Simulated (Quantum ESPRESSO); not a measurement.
Crystal: GaF.

```xyz
2
Lattice="3.1659 0.0000 0.0000 0.0000 3.1659 0.0000 0.0000 0.0000 3.1659" Properties=species:S:1:pos:R:3 pbc="T T T"
Ga    0.0000    0.0000    0.0000
F     1.5830    1.5830    1.5830
```

The cell was built by a generator and needn't be a form met in nature.

```yaml
Program: Quantum ESPRESSO 7.5
Task: phonons
Functional: LDA
Potentials_or_basis: PseudoDojo 0.4.1 SR LDA standard
Cutoff: 1143 eV
Density_cutoff: 4572 eV
k_mesh: 6 × 6 × 6, shifted
Occupations: fermi-dirac, width 0.05 eV
Spin: no spin polarisation
Target_pressure: 8 GPa
Form_of_the_LDA_correlation: PW92
Mixing_beta: 0.5
Most_SCF_iterations: 120
SCF_threshold: 4e-10 Ry
```

The cell and the atoms were relaxed first at 8 GPa, to 12.58 Å³/atom (a = 2.931 Å, b = 2.931 Å, c = 2.931 Å, α = 90.00°, β = 90.00°, γ = 90.00°), and the response was taken there.

The first run showed a gap, so the response started from a second, tighter run with fixed occupations.

**Question.** Where do the zone-centre optical modes lie?

**Answer.** T1u at 116i cm⁻¹ (IR). Polar modes are given without the macroscopic field (transverse values). Imaginary frequencies mark an instability of this cell.

Optical modes at Γ, degenerate ones joined, polar ones without the macroscopic field:
| cm⁻¹ | components | symmetry | active in | IR intensity, summed ((D/Å)²/amu) |
| --- | --- | --- | --- | --- |
| 116i | 3 | T1u | IR | 33.14 |

Caveat: some modes are imaginary; the volume moved by over 15 % at a fixed basis, so the end points are rough; the cell is more than 3 GPa from zero pressure, which shifts response properties.
